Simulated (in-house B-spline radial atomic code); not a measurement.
# Ru¹⁷⁺: excited configurations

Aim: the energies of several excited configurations of Ru¹⁷⁺ above a reference configuration, each from its own self-consistent run.

The numbers are computed with in-house B-spline radial atomic code version 1 (Dirac-Hartree-Fock, average of configuration, Fermi nucleus, basis-set limit), except any that are marked as measured or tabulated.

## Step 1: Starting point

- element: ruthenium (Z = 44)
- charge: +17
- electrons: 27
- configuration: [Ar] 3d9
- Hamiltonian: Dirac-Coulomb
- nucleus: Fermi, rms radius 4.481 fm

Outer shells as boxes (Hund's rule):

[Ar] 3d9
```
[Ar] core
3d [↑↓][↑↓][↑↓][↑↓][↑ ]
```

The boxes draw the filling by Hund's rule, which heavy ions in jj coupling don't follow; these runs average over all states of the configuration.

Settings of the run:

```ini
Z = 44
electrons = 27.0
configuration = [Ar] 3d9
hamiltonian = dirac
method = hf
spin_polarised = False
nucleus = fermi
rms_radius = 4.4809
mass_number = 102
atomic_mass = 101.904340312
speed_of_light = 137.035999084
```

The reference is known from an earlier run: -4410.532405 hartree in all. Up to eight levels, counted from the top:

```tsv
orbital	occupation	energy (eV)	<r> (bohr)
2s1/2	2	-3732.89	0.1448
2p1/2	2	-3475.56	0.1235
2p3/2	4	-3343.46	0.1282
3s1/2	2	-1034.11	0.3931
3p1/2	2	-932.67	0.3851
3p3/2	4	-908.39	0.3944
3d3/2	3.6	-735.96	0.3649
3d5/2	5.4	-731.19	0.3679
```

## Step 2: Run with [Ar] 3d8 6f1

Settings of the run:

```ini
Z = 44
electrons = 27.0
configuration = [Ar] 3d8 6f1
hamiltonian = dirac
method = hf
spin_polarised = False
nucleus = fermi
rms_radius = 4.4809
mass_number = 102
atomic_mass = 101.904340312
speed_of_light = 137.035999084
```

## Step 3: [Ar] 3d8 5f1

The settings differ from step 2 so:

```diff
@@ -2,3 +2,3 @@
 electrons = 27.0
-configuration = [Ar] 3d8 6f1
+configuration = [Ar] 3d8 5f1
 hamiltonian = dirac
```

## Step 4: Configuration [Ne] 3s2 3p5 3d9 4d1

The settings differ from step 3 so:

```diff
@@ -2,3 +2,3 @@
 electrons = 27.0
-configuration = [Ar] 3d8 5f1
+configuration = [Ne] 3s2 3p5 3d9 4d1
 hamiltonian = dirac
```

## Step 5: Configuration [Ar] 3d8 7d1

The settings differ from step 4 so:

```diff
@@ -2,3 +2,3 @@
 electrons = 27.0
-configuration = [Ne] 3s2 3p5 3d9 4d1
+configuration = [Ar] 3d8 7d1
 hamiltonian = dirac
```

## Step 6: Configuration [Ne] 3s2 3p5 3d9 4p1

The settings differ from step 5 so:

```diff
@@ -2,3 +2,3 @@
 electrons = 27.0
-configuration = [Ar] 3d8 7d1
+configuration = [Ne] 3s2 3p5 3d9 4p1
 hamiltonian = dirac
```

**Question.** How far above the reference does each configuration lie (order and size, in eV)?

As calculated:

| net move | configuration | energy above the reference (eV) | with Breit, QED, recoil (eV) | largest <r> (bohr) |
| --- | --- | --- | --- | --- |
| 3p → 4p | [Ne] 3s2 3p5 3d9 4p1 | 510.07 | 509.51 | 0.881 |
| 3d → 5f | [Ar] 3d8 5f1 | 545.06 | 544.84 | 1.64 |
| 3p → 4d | [Ne] 3s2 3p5 3d9 4d1 | 568.28 | 567.58 | 0.914 |
| 3d → 6f | [Ar] 3d8 6f1 | 602.05 | 601.84 | 2.54 |
| 3d → 7d | [Ar] 3d8 7d1 | 628.30 | 628.10 | 3.47 |

Quantum defects of the promoted electron, δ = n − ζ/√(−2ε) with ζ = 18 and ε its orbital energy in hartree:

| promotion | δ |
| --- | --- |
| 3p → 4p | 0.695 |
| 3d → 5f | 0.111 |
| 3p → 4d | 0.428 |
| 3d → 6f | 0.119 |
| 3d → 7d | 0.400 |

At the bottom stands 3p → 4p (510.07 eV), at the top 3d → 7d (628.30 eV). Of those tabulated, the defect is largest for 4p (0.70) and least for 5f (0.11); at this charge much of the defect is relativistic. Two partly filled shells share a symmetry and can mix in the average, which may lower the energy, for: 3p → 4p; 3p → 4d; 3d → 7d. These are averages over configurations, without correlation, not spectroscopic levels.
